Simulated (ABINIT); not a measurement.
Wanted: an ASE script for an ABINIT 10.8.3 (patched build) run.

| Property | Result |
| --- | --- |
| Task | single point |
| Functional | PBE |
| Potentials or basis | JTH PAW PBE v2.0 |
| Cutoff | 680 eV |
| k mesh | 9 × 9 × 9 |
| Occupations | fermi-dirac, width 0.05 eV |
| Spin | collinear spin, ferromagnetic start |
| Starting moments | [3.0, 0.0] μB |
| Fine-grid cutoff | 1278.94 eV |

Crystal: ErH.

```
Er H
1.0
     0.00000    2.43585    2.43585
     2.43585    0.00000    2.43585
     2.43585    2.43585    0.00000
Er H
1 1
Cartesian
  0.0000 0.0000 0.0000
  2.4358 2.4358 2.4358
```

The cell comes from a database or a generator and needn't be the stable form of this composition.

One way to write it, as run:

run.py

```python
import json, os
import numpy as np
from ase.units import GPa
from ase.calculators.abinit import Abinit, AbinitProfile
from ase import Atoms

atoms = Atoms(['Er', 'H'],
              cell=[[0.0, 2.43585, 2.43585], [2.43585, 0.0, 2.43585], [2.43585, 2.43585, 0.0]],
              scaled_positions=[[0.0, 0.0, 0.0], [0.5, 0.5, 0.5]],
              pbc=True)
atoms.set_initial_magnetic_moments([3.0, 0.0])

profile = AbinitProfile(command='abinit', pp_paths=[os.path.abspath('pseudos')])
params = dict(
    pps='pawxml', xc='PBE',
    ecut=680.2847,
    pawecutdg=1278.9352,
    pawxcdev=0,
    kptopt=1,
    ngkpt=[9, 9, 9],
    nshiftk=1,
    shiftk=[0.0, 0.0, 0.0],
    ixc=11,
    nband=20,
    occopt=3,
    tsmear=0.05,
    nstep=100,
    tolvrs=1e-09,
    prtwf=0,
    prtden=0,
)

atoms.calc = Abinit(profile=profile, directory='run', **params)
energy = atoms.get_potential_energy()
forces = atoms.get_forces()
stress = atoms.get_stress()
print(f'energy {energy:.6f} eV')
print('forces (eV/A)')
print(np.round(forces, 5))
print('stress (GPa, Voigt, tension positive)', np.round(stress / GPa, 4))
json.dump(dict(energy=energy, forces=forces.tolist(), stress=stress.tolist(), cell=atoms.cell.tolist(), frac=atoms.get_scaled_positions(wrap=False).tolist()), open('results.json', 'w'))
```

Potentials or basis: JTH PAW PBE v2.0.

Launch:

```sh
$ python run.py
```

It gave:

```
Pressure                                              : 2.4 GPa
Band gap on the k mesh                                : none (metal or under the smearing width)
Net moment                                            : 0.23 μB per cell
Site moments                                          : Er +0.09; H -0.00 μB
Valence electrons inside the program's atomic spheres : Er 19.90; H 0.43
```

Caveat: the magnetic or orbital state may not be the lowest; spin-orbit coupling is left out, which moves the levels of the heavy elements; without U or exact exchange the open f shell lies at the Fermi level, which spoils levels, moments and volumes.

Wall time 3.1 min on 1 thread of Arm Neoverse V2 (shared host), peak memory 0.19 GiB.
